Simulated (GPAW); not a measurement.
## HPbNO4 in GPAW: the effect of dispersion

Crystal: HPbNO4.

```
CELL_PARAMETERS angstrom
3.85404 0.14384 0.09012
-0.25320 5.52698 0.16471
-0.48197 -1.92720 5.72025
ATOMIC_POSITIONS crystal
H 0.10913 0.65718 0.54463
Pb 0.61029 0.52127 0.15100
N 0.91580 0.96263 0.95867
O 0.01384 0.13639 0.88084
O 0.72398 0.01057 0.12858
O 0.00389 0.73732 0.87043
O 0.11927 0.59324 0.37651
```

The cell was built by a generator and needn't be a form met in nature.

Alike in all runs:

```yaml
Program: GPAW 26.7.0
Task: single point
Functional: PBE
Potentials_or_basis: GPAW PAW data sets (gpaw-data 1.2.1)
Cutoff: 800 eV
Basis: pw
k_mesh: 4 × 3 × 3
Occupations: fermi-dirac, width 0.05 eV
Spin: no spin polarisation
```

```csv
dispersion,pressure (GPa),largest force (eV/Å)
D4,-1.1,0.12
D3,-0.7,0.12
none,?,?
```

**Question.** What does the run with dispersion none give?

**Answer.** Pressure -0.3 GPa; largest force 0.13 eV/Å.
